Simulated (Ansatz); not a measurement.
# SrTl: how the settings move a relaxation

Aim: see which settings change the result for SrTl, by how much, and at what cost.

Computed with Ansatz 0.2.0 (reference: DFT, PBEsol, PAW with Ansatz's default frozen-core files, scalar-relativistic; relaxation of cell and atoms, unless a step's input says otherwise).

## Step 1: The structure to begin with

It takes space group Pm-3m (No. 221, cubic). The conventional cell has a = 4.032 Å, b = 4.032 Å, c = 4.032 Å, α = 90.00°, β = 90.00°, γ = 90.00°. Sr (site symmetry m-3m) is surrounded by 8 Tl at 3.49 Å. Around Tl (site symmetry m-3m) lie 8 Sr at 3.49 Å.

Structure file:

```cif
data_structure
_symmetry_space_group_name_H-M 'P 1'
_symmetry_Int_Tables_number 1
_cell_length_a 4.0320
_cell_length_b 4.0320
_cell_length_c 4.0320
_cell_angle_alpha 90.000
_cell_angle_beta 90.000
_cell_angle_gamma 90.000
_cell_volume 65.55
loop_
_atom_site_label
_atom_site_type_symbol
_atom_site_fract_x
_atom_site_fract_y
_atom_site_fract_z
_atom_site_occupancy
Sr1 Sr 0.00000 0.00000 0.00000 1
Tl1 Tl 0.50000 0.50000 0.50000 1
```

## Step 2: Baseline

Input file input.yaml:

```yaml
crystal:
  lattice:
    - [4.032, 0.0, 0.0]
    - [0.0, 4.032, 0.0]
    - [0.0, 0.0, 4.032]
  atoms:
    - { symbol: Sr, position: [0.0, 0.0, 0.0] }
    - { symbol: Tl, position: [0.5, 0.5, 0.5] }
kpoints:
  mp_grid: { grid: [12, 12, 12] }
scf:
  occupations: { method: fermi_dirac, width: 0.1 }
hamiltonian:
  xc: pbesol
  pseudopotentials: { kind: paw }
relax:
  f_tol: 0.002
  max_steps: 80
  cell: {}
output:
  forces: true
  stress: true
```

Started as:

```console
> ansatz run input.yaml --threads 1 --pin off --max-ram 2560MiB --backend cpu --events-out ev --progress --plain --runs-dir out
```

The main lines of its log:

```text
[...]
Basis set: ecut = 420 eV, 1309 PW (Γ), exchange–correlation on 54×54×54 points (8 copies of the dense FFT grid, shifted against one another)
[...]
k-points: 84 of 1728
[...]
SCF iter   1: F=—  HF=-14788.853945 eV  |F-HF|=—  |Δ(HF+E_count)|=         —  Δρ=1.93e-3  dr2=1.94e-3  ethr=1.77e-3  ⟨swp⟩=8.3  Hψ=8458  notcnv=0
preconditioner: auto → Kerker (q_TF=auto, 2.291 Å⁻¹)  [metal: Δε(μ)=0.041 eV  Ē_g=13.996 eV  σ=0.100 eV  W_gap=0.10  n_scr=18 (ndim 8)  ℏωp=21.0 eV  f_vac=0.000  D(μ)=1.34/eV (n_scr^D=6)]
SCF iter   2: F=—  HF=-14788.854607 eV  |F-HF|=—  |Δ(HF+E_count)|=   6.62e-4  Δρ=1.00e-3  dr2=5.77e-4  ethr=8.45e-6  ⟨swp⟩=2.9  Hψ=3167  notcnv=0
[...]
relax step   1: F+E_penalty+E_count = -14788.85445875 eV  Δ(F+E_penalty+E_count) = +0.000e0 eV  max|allowed force component| = 8.454e-29 eV/Å  Δτ_max = 0.0000 Å  P = -0.283 GPa  Ω = 65.548 Å³  (6 SCF iters, dr2 threshold 1.00e-7 eV, accepted)
[...]
relax step   2: F+E_penalty+E_count = -14788.85503750 eV  Δ(F+E_penalty+E_count) = -5.787e-4 eV  max|allowed force component| = 2.520e-29 eV/Å  Δτ_max = 0.0000 Å  P = -0.077 GPa  Ω = 65.087 Å³  energy of the carried Pulay correction = +5.918e-5 eV  (4 SCF iter
[...]
relax step   3: F+E_penalty+E_count = -14788.85510052 eV  Δ(F+E_penalty+E_count) = -6.302e-5 eV  max|allowed force component| = 1.874e-30 eV/Å  Δτ_max = 0.0000 Å  P = +0.001 GPa  Ω = 64.915 Å³  energy of the carried Pulay correction = +8.144e-5 eV  (4 SCF iter
[...]
SCF iter   4: F=—  HF=-14788.855019 eV  |F-HF|=—  |Δ(HF+E_count)|=  2.55e-11  Δρ=3.19e-7  dr2=1.29e-10  ethr=5.64e-12  ⟨swp⟩=2.0  Hψ=1556  notcnv=0
SCF iter   5: F=-14788.855019 eV  HF=-14788.855019 eV  |F-HF|=0.00e0  |Δ(HF+E_count)|=  3.27e-11  Δρ=7.80e-8  dr2=3.77e-12  ethr=1.00e-12  ⟨swp⟩=5.8  Hψ=7030  notcnv=0
[...]
relax step   4: F+E_penalty+E_count = -14788.85501861 eV  Δ(F+E_penalty+E_count) = +8.191e-5 eV  max|allowed force component| = 2.630e-30 eV/Å  Δτ_max = 0.0000 Å  P = +0.001 GPa  Ω = 64.915 Å³  stress off target by 1.43e-3 GPa  SCF on the basis re-selected at 
[...]
SCF converged after 5 iterations
Free energy (F): -14788.855019 eV
[...]
E sigma→0 (E₀):  -14788.834112 eV
[...]
Fermi energy:    9.018776 eV
[...]
  P = ⅓ Tr σ = 0.0014 GPa (0.014 kbar)
--- Relaxed structure (3 steps of the walk, 3 accepted, 1 SCFs on fresh bases) ---
[...]
```

Wall time 12 s (1 thread of AMD EPYC 7R43 (Zen 3), shared host); peak memory 0.43 GiB.

## Step 3: Variant: mp_grid.shift [0.5, 0.5, 0.5]

Edit input.yaml of step 2 so:

```diff
@@ -9,3 +9,3 @@
 kpoints:
-  mp_grid: { grid: [12, 12, 12] }
+  mp_grid: { grid: [12, 12, 12], shift: [0.5, 0.5, 0.5] }
 scf:
```

Started as:

```console
> ansatz run input.yaml --threads 1 --pin off --max-ram 2560MiB --backend cpu --events-out ev --progress --plain --runs-dir out
```

Log, shortened:

```text
[...]
Pseudopotentials: kind: paw
Pseudopotential: Sr, paw, valence charge 10, recommended cutoff 420 eV (normal), Sr.paw.azcp
Pseudopotential: Tl, paw, valence charge 13, recommended cutoff 420 eV (normal), Tl.paw.azcp
Functional definition: PBEsol
[...]
Crystal: 2 atoms, lattice volume = 65.548 Å³
Basis set: ecut = 420 eV, 1309 PW (Γ), exchange–correlation on 54×54×54 points (8 copies of the dense FFT grid, shifted against one another)
Bands: 16, of which v1, the nominal top of the filled ones, is band 12 counted from 1 (11 counted from 0)
Symmetry: 48 space group operations
Space group: Pm-3m (ITA 221), of the structure as read, at distance tolerance 4.0e-5 Å
k-points: 56 of 1728
[...]
SCF iter   1: F=—  HF=-14788.859030 eV  |F-HF|=—  |Δ(HF+E_count)|=         —  Δρ=1.98e-3  dr2=2.00e-3  ethr=1.77e-3  ⟨swp⟩=8.5  Hψ=5640  notcnv=0
[...]
relax step   1: F+E_penalty+E_count = -14788.85953924 eV  Δ(F+E_penalty+E_count) = +0.000e0 eV  max|allowed force component| = 1.579e-28 eV/Å  Δτ_max = 0.0000 Å  P = -0.244 GPa  Ω = 65.548 Å³  (6 SCF iters, dr2 threshold 1.00e-7 eV, accepted)
[...]
relax step   3: F+E_penalty+E_count = -14788.86002359 eV  Δ(F+E_penalty+E_count) = -4.806e-5 eV  max|allowed force component| = 3.215e-29 eV/Å  Δτ_max = 0.0000 Å  P = +0.001 GPa  Ω = 65.005 Å³  energy of the carried Pulay correction = +6.981e-5 eV  (4 SCF iters, dr2 threshold 1.08e-8 eV, accepted)
[...]
relax step   4: F+E_penalty+E_count = -14788.85994775 eV  Δ(F+E_penalty+E_count) = +7.585e-5 eV  max|allowed force component| = 2.077e-29 eV/Å  Δτ_max = 0.0000 Å  P = +0.001 GPa  Ω = 65.005 Å³  stress off target by 9.51e-4 GPa  SCF on the basis re-selected at this cell (its energy is not [...]
SCF converged after 5 iterations
Free energy (F): -14788.859948 eV
[...]
E sigma→0 (E₀):  -14788.843799 eV
Entropy (-TS):   -0.032298 eV (-16.149 meV/atom)
Fermi energy:    8.998599 eV
[...]
--- Forces (eV/Å), atoms counted from 1 ---
  atom   1  Sr    -0.00000000     0.00000000    -0.00000000
  atom   2  Tl     0.00000000    -0.00000000    -0.00000000
[...]
--- Stress (GPa, compression-positive) ---
        0.000951       0.000000      -0.000000
        0.000000       0.000951       0.000000
       -0.000000       0.000000       0.000951
  P = ⅓ Tr σ = 0.0010 GPa (0.010 kbar)
--- Relaxed structure (3 steps of the walk, 3 accepted, 1 SCFs on fresh bases) ---
  F+E_penalty+E_count = -14788.85994775 eV   max|allowed force component| = 2.077e-29 eV/Å   (the final SCF, on the basis selected at the relaxed cell)
  cell:  # Å, volume = 65.0051 Å³
    - [4.02083175338949, -8.987373223103326e-34, -9.62964972193618e-35]
    - [-8.987373223103326e-34, 4.02083175338949, 0.0]
    - [-9.62964972193618e-35, 0.0, 4.02083175338949]
  atoms:
    - { symbol: Sr, position: [2.8609915418692313e-35, -1.4926912400372355e-36, -1.492691239313185e-36] }
    - { symbol: Tl, position: [0.5000000000000001, 0.5000000000000001, 0.5000000000000001] }
```

Wall time 9.8 s (1 thread of AMD EPYC 7R43 (Zen 3), shared host); peak memory 0.39 GiB.

Changing the k-point mesh moves the energy by -2.5 meV/atom, and the final volume goes from 64.92 to 65.01 Å³. The energy is not variational in the mesh, so the sign tells nothing.

## Step 4: Side by side

| run | ending | energy change | pressure (GPa) | gap (eV) | force (eV/Å) | cycles | time |
| --- | --- | --- | --- | --- | --- | --- | --- |
| reference | converged | 0 | 0.0 | 0.00 | 0.00 | 19 | 12 s |
| 1: mp_grid.shift [0.5, 0.5, 0.5] | converged | -2.5 meV/atom | 0.0 | 0.00 | 0.00 | 19 | 9.8 s |

**Reading.** Changing the k-point mesh moves the energy by -2.5 meV/atom, and the final volume goes from 64.92 to 65.01 Å³. The energy is not variational in the mesh, so the sign tells nothing.
